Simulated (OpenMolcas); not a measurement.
**Pd²⁺ in CaF2: CASSCF and CASPT2 levels and susceptibility**

Which state of Pd²⁺ lies lowest among these ligands, how large is the field, and what χT follows?

Program: OpenMolcas 26.06. Level of theory: state-averaged CASSCF and CASPT2, spin-orbit coupling by RASSI with atomic mean-field integrals. These are calculated values, not measurements, unless marked.

## Step 1: The atom as given

* Species: Pd²⁺ (palladium, Z = 46, 44 electrons)
* Basis: ANO-RCC-VTZP [7s6p4d2f1g], 180 functions with the ligands
* Scalar Hamiltonian: DKH2, point nucleus
* Inactive shells: 1s 2s 2p 3s 3p 3d 4s 4p of the metal, and all ligand shells
* Active space: 8 electrons in 5 orbitals (4d)
* Some configurations of this space: 4d8
* Orbitals: optimised for each spin and parity, averaged over all roots

The outer shells:

4d8
```
4d [↑↓][↑↓][↑↓][↑ ][↑ ]
```

Pd²⁺ is taken with its 8 nearest fluoride ions at 2.3 Å, on the cation site of CaF2 (a = 5.46294 Å). The rest of the host is ab initio model potentials to 7.6 Å and point charges beyond; the distance is set by hand, nothing relaxes, and no local charge compensation is placed. Ligand basis ANO-RCC-VDZP.

```xyz
21

Pd    0.0000    0.0000    0.0000
F     1.3279    1.3279    1.3279
F     1.3279    1.3279   -1.3279
F     1.3279   -1.3279    1.3279
F     1.3279   -1.3279   -1.3279
F    -1.3279    1.3279    1.3279
F    -1.3279    1.3279   -1.3279
F    -1.3279   -1.3279    1.3279
F    -1.3279   -1.3279   -1.3279
Ca    0.0000    2.7315   -2.7315
Ca    0.0000   -2.7315    2.7315
Ca    0.0000    2.7315    2.7315
Ca    0.0000   -2.7315   -2.7315
Ca    2.7315   -2.7315    0.0000
Ca   -2.7315    2.7315    0.0000
Ca    2.7315    0.0000   -2.7315
Ca   -2.7315    0.0000    2.7315
Ca    2.7315    0.0000    2.7315
Ca   -2.7315    0.0000   -2.7315
Ca    2.7315    2.7315    0.0000
Ca   -2.7315   -2.7315    0.0000
```

The work runs as a chain of OpenMolcas steps in one folder; each step below is one input file. Labels, J, g values, rates, χT and fits are worked out afterwards by a script from the matrices that RASSI stores.

## Step 2: GATEWAY and SEWARD: basis and integrals

The input, a.inp:

```
&GATEWAY
Basis set
Pd.ANO-RCC-VTZP.
Pd1 0.0 0.0 0.0 Angstrom
End of basis
Basis set
F.ANO-RCC-VDZP.
L1 1.327906 1.327906 1.327906 Angstrom
L2 1.327906 1.327906 -1.327906 Angstrom
L3 1.327906 -1.327906 1.327906 Angstrom
L4 1.327906 -1.327906 -1.327906 Angstrom
End of basis
Basis set
Ca.EMB-AIMP.Pascual.0s.0s.ECP.CaF2.
PseudoCharge
* 21 symmetry-unique lattice sites within 7.6 angstrom
End of basis
Basis set
F.EMB-AIMP.Pascual.0s.0s.ECP.CaF2.
PseudoCharge
* 40 symmetry-unique lattice sites within 7.6 angstrom
End of basis
Symmetry
XYZ
AngMom=0.0 0.0 0.0
AMFI
RICD
XField
1348 Angstrom 0
* Evjen-weighted lattice charges
&SEWARD
```

Run with:

```sh
> OMP_NUM_THREADS=1 MOLCAS_MEM=2457 MOLCAS_PROJECT=a pymolcas a.inp > a.log
```

## Step 3: CASSCF: triplets, 10 roots

The input, a.inp:

```
&RASSCF
FileOrb=start.orb
Symmetry=1
Spin=3
nActEl=8 0 0
Inactive=29 29
Ras2=5 0
CIRoot=10 10 1
SDav=10
CIMx=300
Iter=150 100
PrWF=0.3
OrbListing=Nothing
MaxOrb=0
LevShft=1.0
>>> COPY $Project.JobIph JOB001
```

start.orb holds start orbitals that the driver prepared beforehand, or those of the step before.

## Step 4: CASSCF: singlets, 15 roots

The input, a.inp:

```
&RASSCF
FileOrb=start.orb
Symmetry=1
Spin=1
nActEl=8 0 0
Inactive=29 29
Ras2=5 0
CIRoot=15 15 1
SDav=15
CIMx=300
Iter=150 100
PrWF=0.3
OrbListing=Nothing
MaxOrb=0
LevShft=1.0
>>> COPY $Project.JobIph JOB002
```

## Step 5: State interaction with spin-orbit coupling

The input, a.inp:

```
&RASSI
NrOfJobIphs=2 10 15
1 2 3 4 5 6 7 8 9 10
1 2 3 4 5 6 7 8 9 10 11 12 13 14 15
IphNames
JOB001
JOB002
EJob
SpinOrbit
DIPRint=1.0
SOCoupling=1000.0
Subsets=2
Property=9
'ANGMOM' 1 'ANGMOM' 2 'ANGMOM' 3 'MLTPL  1' 1 'MLTPL  1' 2 'MLTPL  1' 3
'AMFI' 1 'AMFI' 2 'AMFI' 3
SOProperty=3
'ANGMOM' 1 'ANGMOM' 2 'ANGMOM' 3
```

## Step 6: CASPT2: IPEA 0.25, imaginary shift 0.1 (closed shells correlated: 4s 4p of the metal, with ligand shells; the Frozen line counts the rest)

The input, a.inp:

```
>>> COPY JOB001 $Project.JobIph
&CASPT2
Multistate=10 1 2 3 4 5 6 7 8 9 10
NoMult
Frozen=12 10
IPEA=0.25
Imaginary=0.1
MaxIter=60
WThr=0.0 0.3 0.05
PrWF=0.5
NoMix
>>> COPY JOB002 $Project.JobIph
&CASPT2
Multistate=15 1 2 3 4 5 6 7 8 9 10 11 12 13 14 15
NoMult
Frozen=12 10
IPEA=0.25
Imaginary=0.1
MaxIter=60
WThr=0.0 0.3 0.05
PrWF=0.5
NoMix
```

(Steps that only read results are left out.)

Q: Predict the outcome of this session. Wanted: spin-free ground state; first state of the same spin within the active space; lowest level; next level.

The runs gave:

```
                                            quantity                                                                                                                                          value
                                              method  SS-CASPT2, IPEA 0.25, imaginary shift 0.1 (closed shells correlated: 4s 4p of the metal, with ligand shells; the Frozen line counts the rest)
                              spin-free ground state                                                                                                                3T1, 3-fold in its orbital part
first state of the same spin within the active space                                                                                                                               3T2 at 6590 cm⁻¹
                                        lowest level                                                                                                                                      1-fold A1
                                          next level                                                                                                                                     855.5 cm⁻¹
                                         χT at 300 K                                                                                                                                 1.54 cm³ K/mol
                           effective moment at 300 K                                                                                                                                        3.50 μB
```

Cost by method:

| method | time of its own steps | time with the reference |
| --- | --- | --- |
| A. CASSCF | 30 s | 30 s |
| B. SS-CASPT2, IPEA 0.25, imaginary shift 0.1, +4s 4p | 3 min | 3.5 min |

Times are of one thread on a shared host.

**Reading.** The spin-free ground state (3T1) comes to 98 % from free-ion F terms and keeps the highest spin of the shell. χT at 300 K is 1.54, against 1.00 cm³ K/mol for the spin alone, so orbital moment adds to it. A ligand-field fit to the states below 45000 cm-1 gives 10Dq = -8594 cm-1, B = 629 cm-1 and C = 2919 cm-1 (C/B = 4.64), with a deviation of 401 cm-1. CASPT2 does not keep the components of a term degenerate, and the means are used.
